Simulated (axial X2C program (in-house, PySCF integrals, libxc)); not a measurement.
# HInH⁺: bond lengths and stretches, held linear

An exercise on one series of results from a longer session: the logs are not shown, and one member is left open.

Computed with an in-house X2C program for linear molecules on PySCF integrals. Level: all-electron X2C, two-component (2c) or spin-free, H dyall-v3z, In dyall-v3z.

All values are calculated.

1 further run of the same task is left out (set aside as unsound or not needed).

Set-up of the first run:

File task.json:

```json
{"zs": [1, 49, 1], "q": 1, "bas": ["dyall-v3z", "dyall-v3z", "dyall-v3z"], "r0": [1.74, 1.74], "symm": 1, "scan": ["PBE0", "HF", "r2SCAN"], "levels": ["PBE0", "HF", "BHandHLYP"], "nst": 2}
```

Keys: zs atomic numbers; q charge; bas basis sets; r0 starting distance in Å; symm equal bonds; scan levels of the two-bond scan (MP2 follows by itself at each HF point); levels methods; nst determinants followed.

Command:

```
$ python solin.py task.json out
```

Masses H 1.008, In 114.904, H 1.008 u.

Steps of the session up to this table: Scan at PBE0, 2c; Scan at HF, 2c; Scan at r2SCAN, 2c.

One of the session's tables, all rows but one given; the rest of the session is left out.

| level | r(H–In) (Å) | r(In–H) (Å) | lower stretch (cm⁻¹) | upper stretch (cm⁻¹) |
| --- | --- | --- | --- | --- |
| PBE0, 2c | 1.669 | 1.669 | 1955.1 | 2039.5 |
| HF, 2c | 1.672 | 1.672 | 2043.0 | 2102.9 |
| r2SCAN, 2c | ? | ? | ? | ? |
| MP2, 2c | 1.653 | 1.653 | 2004.8 | 2077.8 |
| PBE0, spin-free | 1.669 | 1.669 | 1955.3 | 2039.9 |
| HF, spin-free | 1.671 | 1.671 | 2043.3 | 2103.3 |
| r2SCAN, spin-free | 1.668 | 1.668 | 1945.0 | 2035.7 |
| MP2, spin-free | 1.653 | 1.653 | 2005.1 | 2078.3 |

Q: Estimate the row for r2SCAN, 2c from the others.

As computed: r(H–In) (Å): 1.668; r(In–H) (Å): 1.668; lower stretch (cm⁻¹): 1944.8; upper stretch (cm⁻¹): 2035.2.

Scans not shown above were run alike.

What this shows: Over the levels the H–In bond spans 1.653 to 1.672 Å and the In–H bond 1.653 to 1.672 Å. At PBE0 spin–orbit coupling leaves both bonds unchanged to 0.001 Å. Each state is one determinant, the lowest of a limited PBE0 search; the stretches come from a fit to few points and are good to some per cent at best. MP2 freezes inner shells (threshold -2 hartree). The molecule was held linear; bending was not examined, so a bent shape may lie lower.
